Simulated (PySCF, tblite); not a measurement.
# C₅H₉NSi: geometry, infrared bands and NMR shifts

Aim: predict the infrared bands and NMR shifts of C₅H₉NSi (`C=C(C#N)[SiH](C)C`).

The runs use tblite 0.8.0 and PySCF 2.14.0, with density-fitted response routines of our own; the level of theory stands in each step. All values are computed, except where a source is named. Atoms count from 0, in the outputs and in this text.

### 1 Starting geometry

16 atoms, charge 0, multiplicity 1; geometry from: force field or distance geometry start.

Bonds of the start (Å): C0–C1 1.34, C1–C2 1.41, C2–N3 1.17, C1–Si4 1.85, Si4–C5 1.86, Si4–C6 1.87, C0–H7 1.10, C0–H8 1.09, Si4–H9 1.48, C5–H10 1.10, C5–H11 1.09, C5–H12 1.10, C6–H13 1.09, C6–H14 1.09, C6–H15 1.10.

### 2 Geometry optimisation with GFN2-xTB

Job settings and geometry (Å):

```
{"job": {"kind": "relax", "xc": "GFN2-xTB", "basis": "xTB"}, "charge": 0, "multiplicity": 1}
C     -1.966700    -0.755500     1.362000
C     -1.130800    -0.636400     0.319400
C     -1.319000    -1.362800    -0.879400
N     -1.491900    -1.936100    -1.879800
Si     0.385700     0.422100     0.320900
C      1.924700    -0.595400     0.105500
C      0.276900     1.741100    -1.002100
H     -1.824100    -0.204000     2.297300
H     -2.845100    -1.400700     1.311900
H      0.465100     1.106100     1.635400
H      2.818900     0.034900     0.157800
H      1.934800    -1.113000    -0.855600
H      2.003000    -1.349500     0.905300
H      1.151800     2.398000    -0.963600
H      0.229700     1.305000    -1.996600
H     -0.620600     2.355100    -0.849800
```

Launch:

```console
$ OMP_NUM_THREADS=1 python probes_run.py task.json out
```

This one command runs all jobs of the session in turn.

What it wrote:

```text
step      E/eV     max force
  0    -540.21584    2.173
  1    -540.18780    6.193
  2    -540.30720    0.615
  3    -540.31854    0.344
  4    -540.33323    0.327
  5    -540.34300    0.268
  6    -540.34612    0.170
  7    -540.34877    0.186
  8    -540.35171    0.202
  9    -540.35351    0.124
 10    -540.35432    0.070
 11    -540.35490    0.084
 12    -540.35558    0.131
 13    -540.35617    0.109
 14    -540.35650    0.053
 15    -540.35669    0.051
 16    -540.35691    0.062
 17    -540.35721    0.084
 18    -540.35747    0.062
 19    -540.35762    0.025
 20    -540.35770    0.029
 21    -540.35779    0.041
 22    -540.35789    0.037
 23    -540.35798    0.025
 24    -540.35805    0.022
 25    -540.35813    0.033
 26    -540.35822    0.039
 27    -540.35832    0.027
 28    -540.35842    0.025
 29    -540.35853    0.035
 30    -540.35863    0.047
 31    -540.35871    0.034
 32    -540.35875    0.015
 33    -540.35877    0.015
 34    -540.35880    0.024
 35    -540.35886    0.036
 36    -540.35893    0.036
 37    -540.35901    0.022
 38    -540.35907    0.021
 39    -540.35913    0.023
 40    -540.35917    0.024
 41    -540.35920    0.013
 42    -540.35922    0.006
```

It took 0.44 s on 1 thread of Arm Neoverse N1, shared host; peak memory 0.18 GiB.

Relaxation path: (not every step is listed) (the energy doesn't fall at every step)

| step | energy from step 0 (eV) | largest force (eV/Å) |
| --- | --- | --- |
| 0 | 0.0000 | 2.1726 |
| 1 | 0.0280 | 6.1929 |
| 2 | -0.0914 | 0.6147 |
| 3 | -0.1027 | 0.3440 |
| 4 | -0.1174 | 0.3270 |
| 5 | -0.1272 | 0.2681 |
| 6 | -0.1303 | 0.1705 |
| 7 | -0.1329 | 0.1859 |
| 8 | -0.1359 | 0.2021 |
| 10 | -0.1385 | 0.0700 |
| 12 | -0.1397 | 0.1312 |
| 14 | -0.1407 | 0.0530 |
| 16 | -0.1411 | 0.0623 |
| 18 | -0.1416 | 0.0618 |
| 20 | -0.1419 | 0.0286 |
| 22 | -0.1421 | 0.0372 |
| 24 | -0.1422 | 0.0220 |
| 26 | -0.1424 | 0.0393 |
| 28 | -0.1426 | 0.0254 |
| 30 | -0.1428 | 0.0465 |
| 32 | -0.1429 | 0.0153 |
| 34 | -0.1430 | 0.0236 |
| 36 | -0.1431 | 0.0362 |
| 37 | -0.1432 | 0.0224 |
| 38 | -0.1432 | 0.0210 |
| 39 | -0.1433 | 0.0232 |
| 40 | -0.1433 | 0.0239 |
| 41 | -0.1434 | 0.0127 |
| 42 | -0.1434 | 0.0057 |

Close pairs (by a distance rule), those that changed most:

| bond | before (Å) | after (Å) | change (Å) |
| --- | --- | --- | --- |
| C1–Si4 | 1.849 | 1.910 | +0.061 |
| Si4–C5 | 1.857 | 1.900 | +0.042 |
| Si4–C6 | 1.871 | 1.899 | +0.028 |
| C0–H7 | 1.095 | 1.077 | -0.018 |
| C2–N3 | 1.166 | 1.148 | -0.018 |
| C5–H12 | 1.102 | 1.086 | -0.016 |
| Si4–H9 | 1.484 | 1.472 | -0.012 |
| C6–H15 | 1.098 | 1.086 | -0.012 |

The end geometry stands in the next job.

### 3 Vibrational analysis with GFN2-xTB

Job settings and geometry (Å):

```
{"job": {"kind": "ir", "xc": "GFN2-xTB", "basis": "xTB"}, "charge": 0, "multiplicity": 1}
C     -1.986399    -0.769690     1.348212
C     -1.122746    -0.631927     0.342902
C     -1.320710    -1.338369    -0.857695
N     -1.431429    -1.889149    -1.859156
Si     0.426143     0.485462     0.384411
C      1.948480    -0.618274     0.114743
C      0.262542     1.762464    -1.012127
H     -1.851314    -0.236612     2.274581
H     -2.851202    -1.413400     1.284319
H      0.439981     1.123152     1.710494
H      2.863448    -0.033559     0.123744
H      1.892481    -1.130663    -0.842491
H      2.034586    -1.376993     0.887524
H      1.122150     2.425155    -1.040460
H      0.190370     1.273053    -1.980093
H     -0.623979     2.378293    -0.890319
```

What it wrote:

```text
mode    cm-1     km/mol
  1      23.5      2.44
  2      96.1      2.80
  3     109.6      1.13
  4     112.3      0.26
  5     125.9      0.03
  6     170.0      4.04
  7     207.4      5.72
  8     261.3      0.61
  9     289.6      7.25
 10     481.1     10.66
 11     484.4     11.19
 12     606.6    100.79
 13     609.6     15.47
 14     641.2     60.04
 15     713.5     36.19
 16     718.9      0.90
 17     762.4     10.81
 18     800.7      0.28
 19     833.9    198.87
 20     839.3     97.15
 21     857.9    243.26
 22     917.0     30.67
 23     937.2     24.36
 24    1173.3     30.87
 25    1371.2     18.65
 26    1373.5      6.92
 27    1409.7      3.81
 28    1475.2      0.21
 29    1479.5      0.86
 30    1479.7      0.23
 31    1484.4      1.22
 32    1642.5     13.15
 33    2192.3    328.12
 34    2354.4    192.31
 35    3029.8      8.96
 36    3033.8     29.73
 37    3037.5     19.92
 38    3040.0     16.31
 39    3043.6      4.83
 40    3046.0     45.93
 41    3075.1     25.76
 42    3112.3     23.98
```

It took 0.86 s on 1 thread of Arm Neoverse N1, shared host; peak memory 0.18 GiB.

The strongest bands and the atoms that carry them (share of the mass-weighted mode):

| cm⁻¹ | km/mol | atoms |
| --- | --- | --- |
| 607 | 100.8 | H9 82 % |
| 641 | 60.0 | H9 51 % |
| 834 | 198.9 | Si4 23 %, H15 21 %, H12 18 %, C6 11 % |
| 839 | 97.2 | H11 22 %, H14 20 %, H12 15 %, H15 12 % |
| 858 | 243.3 | H10 21 %, H13 21 %, Si4 13 % |
| 2192 | 328.1 | H9 97 % |
| 2354 | 192.3 | C2 60 %, N3 39 % |
| 3046 | 45.9 | H13 65 %, H10 28 % |

### 4 Shielding tensors: PBE0/pcSseg-1

Settings changed since step 3:

```diff
@@ -1,2 +1,2 @@
-{"job": {"kind": "ir", "xc": "GFN2-xTB", "basis": "xTB"}, "charge": 0, "multiplicity": 1}
+{"job": {"kind": "nmr", "xc": "PBE0", "basis": "pcSseg-1"}, "charge": 0, "multiplicity": 1}
 C     -1.986399    -0.769690     1.348212
```

With the program's defaults for keys left out, this is: GIAO PBE0/pcSseg-1 NMR shielding, non-relativistic, gas phase.

What it wrote:

```text
coarse grid: 13696 points
cycle   1  E = -539.5936152715  dE =  6.106e-01  |g| = 5.492e-01  |ddm| = 3.623e+00
cycle   2  E = -539.4782734175  dE =  1.153e-01  |g| = 9.040e-01  |ddm| = 1.236e+00
cycle   3  E = -539.6579050098  dE = -1.796e-01  |g| = 2.355e-01  |ddm| = 8.597e-01
cycle   4  E = -539.6703315133  dE = -1.243e-02  |g| = 3.533e-02  |ddm| = 1.839e-01
cycle   5  E = -539.6705819411  dE = -2.504e-04  |g| = 1.312e-02  |ddm| = 4.276e-02
cycle   6  E = -539.6706231909  dE = -4.125e-05  |g| = 3.951e-03  |ddm| = 1.399e-02
cycle   7  E = -539.6706273669  dE = -4.176e-06  |g| = 9.846e-04  |ddm| = 4.222e-03
final grid: 127312 points
cycle   8  E = -539.7111180763  dE = -2.716e-05  |g| = 7.611e-03  |ddm| = 2.503e-02
cycle   9  E = -539.7111146405  dE =  3.436e-06  |g| = 8.489e-03  |ddm| = 1.207e-02
cycle  10  E = -539.7111323944  dE = -1.775e-05  |g| = 1.098e-03  |ddm| = 6.308e-03
cycle  11  E = -539.7111326786  dE = -2.842e-07  |g| = 3.687e-04  |ddm| = 1.184e-03
cycle  12  E = -539.7111327050  dE = -2.639e-08  |g| = 1.441e-04  |ddm| = 3.517e-04
cycle  13  E = -539.7111327088  dE = -3.832e-09  |g| = 5.591e-05  |ddm| = 1.412e-04
cycle  14  E = -539.7111327096  dE = -7.385e-10  |g| = 1.035e-05  |ddm| = 4.630e-05
converged SCF energy = -539.7111327096

GIAO shielding tensors (ppm)
atom      isotropic    diamagn.    paramagn.     s11        s22        s33       span
  0 C       33.005     249.774    -216.769    -98.898     37.530    160.384    259.282
  1 C       55.602     264.837    -209.235    -64.009     60.443    170.373    234.382
  2 C       63.195     260.626    -197.431    -57.762    -47.199    294.545    352.307
  3 N      -55.819     341.908    -397.727   -188.881   -187.720    209.143    398.024
  4 Si     358.378     882.150    -523.772    343.559    364.550    367.024     23.465
  5 C      190.080     254.599     -64.519    184.288    191.102    194.849     10.561
  6 C      190.125     254.591     -64.466    184.345    191.128    194.901     10.557
  7 H       25.090      30.662      -5.572     20.922     24.563     29.784      8.863
  8 H       24.877      28.273      -3.396     20.489     24.431     29.710      9.221
  9 H       27.138      30.901      -3.763     24.457     25.038     31.919      7.462
 10 H       31.539      30.251       1.288     27.006     28.513     39.099     12.093
 11 H       31.006      32.346      -1.340     26.616     29.269     37.134     10.518
 12 H       31.449      30.970       0.480     26.986     28.485     38.877     11.890
 13 H       31.543      30.252       1.290     27.008     28.517     39.104     12.096
 14 H       31.011      32.349      -1.339     26.619     29.271     37.143     10.524
 15 H       31.453      30.967       0.486     26.990     28.483     38.886     11.897
```

Wall time 44 s (1 thread of Arm Neoverse N1, shared host); peak memory 0.85 GiB.

The references, computed at this level on geometries of the same kind, shield at (ppm): 1H TMS 31.72, 13C TMS 186.9, 29Si TMS 349.2, 15N NH3 267.7. Their shielding less the atom's gives the shift. The references are single molecules in the gas phase, so shifts against H2O, NH3, PH3, H3PO4 or CFCl3 are not on the usual liquid scales and can be off by tens of ppm. Atoms listed in one row are averaged.

| atoms | environment | σ (ppm) | δ (ppm) | δ scaled to CDCl3 |
| --- | --- | --- | --- | --- |
| C0 | terminal =CH2 carbon | 33.0 | 153.9 | 148.3 |
| C1 | fully substituted alkene carbon | 55.6 | 131.3 | 126.3 |
| C2 | nitrile carbon | 63.2 | 123.7 | 118.8 |
| C5, C6 | methyl carbon bonded to Si | 190.1 | -3.2 | -5.0 |
| H8 | hydrogen on a terminal =CH2 carbon | 24.88 | 6.84 | 6.55 |
| H7 | hydrogen on a terminal =CH2 carbon | 25.09 | 6.63 | 6.35 |
| H9 | hydrogen on a silicon bonded to 3 C | 27.14 | 4.58 | – |
| H10, H11, H12, H13, H14, H15 | hydrogen on a methyl carbon bonded to Si | 31.33 | 0.38 | 0.47 |
| N3 | nitrile nitrogen | -55.8 | 323.5 | – |
| Si4 | silicon bonded to 3 C, H | 358.4 | -9.2 | – |

The scaled column applies a straight-line fit of computed shieldings to shifts measured in CDCl3 (root-mean-square error 0.16 ppm for H, 1.9 ppm for C).

Charges from the same density, by scheme (e):

| atoms | Mulliken | IAO | Hirshfeld | ESP fit |
| --- | --- | --- | --- | --- |
| C0 | -0.04 | -0.24 | -0.05 | -0.29 |
| C1 | -0.54 | -0.30 | -0.07 | -0.34 |
| C2 | 0.14 | 0.14 | 0.07 | 0.50 |
| N3 | -0.25 | -0.25 | -0.23 | -0.51 |
| Si4 | 0.89 | 0.94 | 0.39 | 0.88 |
| C5, C6 | -0.62 | -0.72 | -0.21 | -0.77 |

Mayer bond orders: C0–C1 1.93, C1–C2 1.05, C2–N3 2.99, C1–Si4 0.74, Si4–C5 0.98, Si4–C6 0.98.

### 5 What came out

```
                                                               quantity                          value
                              strongest single infrared mode (GFN2-xTB)          2192 cm⁻¹, 328 km/mol
                                           zero-point energy (GFN2-xTB)                  76.4 kcal/mol
13C shifts against TMS (PBE0/pcSseg-1, means over atoms taken as alike)  153.9, 131.3, 123.7, -3.2 ppm
 1H shifts against TMS (PBE0/pcSseg-1, means over atoms taken as alike)     6.84, 6.63, 4.58, 0.38 ppm
                                 15N shifts against NH3 (PBE0/pcSseg-1)                      323.5 ppm
                                29Si shifts against TMS (PBE0/pcSseg-1)                       -9.2 ppm
```

**Reading.** Over 42 steps the energy fell by 0.143 eV; of the close pairs, C1–Si4 changed most, 1.849 to 1.910 Å. All 42 modes are real, so the xTB geometry is a minimum. The strongest single mode, at 2192 cm⁻¹, moves mainly H9. GFN2-xTB is a fitted tight-binding method: band positions and strengths are rough. Its intensities can rank the bands wrongly. C0 (terminal =CH2 carbon) lies farthest downfield among carbon, at 153.9 ppm; the olefinic region. At PBE0/pcSseg-1: The largest span, 398 ppm, is at N3, where the paramagnetic term is -398 ppm.
